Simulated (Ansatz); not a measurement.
# In2H2Cl4: a ladder of functionals and wavefunction methods

The task here is to estimate one member of a computed series from the others.

Method: functionals in def2-TZVPP, the program's frozen cores in correlated methods; program: Ansatz 0.2.0, Gaussian basis.

Plan: LDA (SPW92), PBE-D4, revPBE-D4, BLYP-D4, r2SCAN-D4, B97M-V, PBE0-D4, B3LYP-D4, r2SCANh-D4, r2SCAN0-D4, HSE06-D4, BHLYP-D4, CAM-B3LYP-D4, LC-ωPBE, ωB97X-V, ωB97M-V, B2PLYP, PBE-QIDH; CCSD(T)/def2-SVP; CCSD(T)/def2-TZVPP; MP2/def2-QZVPP; extrapolation to the limit; RPA on PBE.

## Structure used throughout

All runs share one geometry, relaxed beforehand with PBE0-D4 in a triple-zeta def2 set. In takes the def2 core potential; no spin-orbit term is included.

SMILES `[Cl][In@H-]1[Cl+][In@@H-]([Cl])[Cl+]1`, 8 atoms, charge 0, spin multiplicity 1.

Atoms are counted from 1 here; the program's logs count them from 0.

Bond lengths: Cl1–In2 2.306 Å, In2–Cl3 2.527 Å, In2–Cl6 2.529 Å, In2–H7 1.692 Å, Cl3–In4 2.529 Å, In4–Cl5 2.306 Å, In4–Cl6 2.527 Å, In4–H8 1.692 Å. Angles: Cl1–In2–Cl3 104.3°, Cl1–In2–Cl6 104.2°, Cl1–In2–H7 131.3°, Cl3–In2–Cl6 87.1°, Cl3–In2–H7 110.5°, Cl6–In2–H7 110.5°, In2–Cl3–In4 92.3°, Cl3–In4–Cl5 104.2°, Cl3–In4–Cl6 87.1°, Cl3–In4–H8 110.5°, Cl5–In4–Cl6 104.3°, Cl5–In4–H8 131.3°, Cl6–In4–H8 110.5°, In2–Cl6–In4 92.3°.

The first run:

Contents of in.yaml:

```yaml
crystal:
  periodic: [false, false, false]
  atoms:
    - {symbol: Cl, position_ang: [2.024103, 0.161372, -2.423479]}
    - {symbol: In, position_ang: [1.825713, -0.016379, -0.132513]}
    - {symbol: Cl, position_ang: [0.031631, -1.764050, 0.203349]}
    - {symbol: In, position_ang: [-1.772321, -0.009870, 0.458129]}
    - {symbol: Cl, position_ang: [-2.692138, 0.166980, -1.649501]}
    - {symbol: Cl, position_ang: [0.079703, 1.709321, 0.475469]}
    - {symbol: H, position_ang: [2.996826, -0.126583, 1.083785]}
    - {symbol: H, position_ang: [-2.493507, -0.120789, 1.984762]}
basis:
  gaussian: {orbitals: def2-TZVPP}
hamiltonian: {xc: lda}
output: {orbitals: {seedname: orbitals}}
```

On the command line:

```bash
$ ansatz run in.yaml --threads 2 --pin off --events-out ev --progress --plain --max-ram 20480MiB --backend cuda --devices 0, --max-vram 18GiB
```

Among the steps run: LDA; PBE-D4 (GGA); revPBE-D4 (GGA); BLYP-D4 (GGA); r2SCAN-D4 (meta-GGA); B97M-V (meta-GGA); PBE0-D4 (hybrid); B3LYP-D4 (hybrid); r2SCANh-D4 (hybrid); r2SCAN0-D4 (hybrid); HSE06-D4 (hybrid); BHLYP-D4 (hybrid); CAM-B3LYP-D4 (range-separated); LC-ωPBE (range-separated); ωB97X-V (range-separated); ωB97M-V (range-separated); B2PLYP (double hybrid); PBE-QIDH (double hybrid).

One of the session's tables, all rows but one given; the rest of the session is left out.

It belongs to the step «Orbital energies across the functionals». 

```
  functional  HOMO (eV)  LUMO (eV)  gap (eV)
 LDA (SPW92)      -7.57      -2.85      4.72
      PBE-D4          ?          ?         ?
   revPBE-D4      -7.38      -2.46      4.92
     BLYP-D4      -7.27      -2.53      4.74
   r2SCAN-D4      -7.79      -2.32      5.48
      B97M-V      -7.89      -2.35      5.54
     PBE0-D4      -8.81      -1.67      7.13
    B3LYP-D4      -8.53      -1.98      6.55
  r2SCANh-D4      -8.29      -2.00      6.30
  r2SCAN0-D4      -9.05      -1.52      7.53
    HSE06-D4      -8.40      -2.04      6.36
    BHLYP-D4     -10.03      -0.75      9.28
CAM-B3LYP-D4     -10.16      -0.70      9.46
     LC-ωPBE     -11.58       0.56     12.14
     ωB97X-V     -11.21       0.41     11.62
     ωB97M-V     -11.04       0.19     11.24
```

**Question.** Estimate the row for PBE-D4.

The run gave: HOMO (eV): -7.43; LUMO (eV): -2.57; gap (eV): 4.86. In the column «HOMO (eV)» it lies between LDA (SPW92) (-7.57) and revPBE-D4 (-7.38).
